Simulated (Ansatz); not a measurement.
# Ga2SbN: the band gap up the ladder of functionals

The task here is to estimate one member of a computed series from the others.

Program: Ansatz 0.2.0. PAW datasets, plane waves. Spin-unpolarised throughout. Whether this structure exists isn't addressed.

## The structure to begin with

The cell was relaxed beforehand with r2SCAN.

It is tetragonal, P-4m2 (No. 115); conventional cell a = 3.792 Å, c = 10.412 Å, 18.72 Å³ an atom. N has 4 Ga at 2.07–2.12 Å; Ga has 4 N at 2.07 Å; Ga has 2 N at 2.12 Å and 2 Sb at 2.58 Å; Sb has 4 Ga at 2.54–2.58 Å; Ga has 4 Sb at 2.54 Å.

Coordinates:

```xyz
8
Lattice="3.7923 0.0000 0.0000 0.0000 3.7923 0.0000 0.0000 0.0000 10.4116" Properties=species:S:1:pos:R:3 pbc="T T T"
N     1.8961    0.0000    0.8215
Ga    1.8961    1.8961    0.0000
N     0.0000    1.8961    9.5901
Ga    0.0000    0.0000    8.6509
Sb    1.8961    0.0000    6.8970
Ga    1.8961    1.8961    5.2058
Sb    0.0000    1.8961    3.5146
Ga    0.0000    0.0000    1.7608
```

Set-up of the first run:

Contents of input.yaml:

```yaml
crystal:
  lattice:
    - [3.7922961153, 0.0, 0.0]
    - [0.0, 3.7922961153, 0.0]
    - [0.0, 0.0, 10.4116195113]
  atoms:
    - { symbol: "N", position: [0.5, 0.0, 0.0789036588] }
    - { symbol: Ga, position: [0.5, 0.5, 0.0] }
    - { symbol: "N", position: [0.0, 0.5, 0.9210963412] }
    - { symbol: Ga, position: [0.0, 0.0, 0.8308844986] }
    - { symbol: Sb, position: [0.5, 0.0, 0.6624355983] }
    - { symbol: Ga, position: [0.5, 0.5, 0.5] }
    - { symbol: Sb, position: [0.0, 0.5, 0.3375644017] }
    - { symbol: Ga, position: [0.0, 0.0, 0.1691155014] }
kpoints:
  mp_grid: { grid: [6, 6, 4] }
  band_path:
    path:
      - [[0.0, 0.0, 0.0], [-7.216528875313e-51, 0.5, 3.925430018918e-67], [0.5, 0.5, -1.903384224342e-33], [0.0, 0.0, 0.0], [-1.366738372906e-50, 2.382006776773e-84, 0.5], [-2.727966261971e-50, 0.5, 0.5], [0.5, 0.5, 0.5], [-1.366738372906e-50, 2.382006776773e-84, 0.5]]
      - [[-7.216528875313e-51, 0.5, 3.925430018918e-67], [-2.727966261971e-50, 0.5, 0.5]]
      - [[0.5, 0.5, -1.903384224342e-33], [0.5, 0.5, 0.5]]
    npoints: 10
hamiltonian:
  xc: pbe
scf:
  occupations: { method: fermi_dirac, width: 0.02 }
  n_extra_bands: 6
output:
  forces: true
  stress: true
  eigenvalues: true
  write_density: true
  write_potential: true
  elf: true
  volumetric_format: npy
```

The run is started by

```
$ ansatz run input.yaml --threads 2 --pin off --max-ram 20275MiB --backend cpu --events-out ev --progress --plain --runs-dir out
```

Steps of the session up to this table: PBE band path; Single point with r2SCAN; HSE06 at the same geometry; PBE+SOC.

One table of the session follows, with a row left open; its other results are not shown here.

| level | gap (eV) |
| --- | --- |
| PBE | -0.16 |
| r2SCAN | -0.16 |
| HSE06 | ? |
| PBE+SOC | -0.30 |

**Question.** Estimate the row for HSE06.

As computed: gap (eV): -0.11. In the column «gap (eV)» it is the highest.

Meshes: PBE 6×6×4, r2SCAN 6×6×4, HSE06 4×4×2, PBE+SOC 6×6×4

What this shows: No level opens a gap.

Limits of these values: Warnings in the runs' records: stress scf threshold loose, stress exchange threshold loose, filled band counts differ across k points.
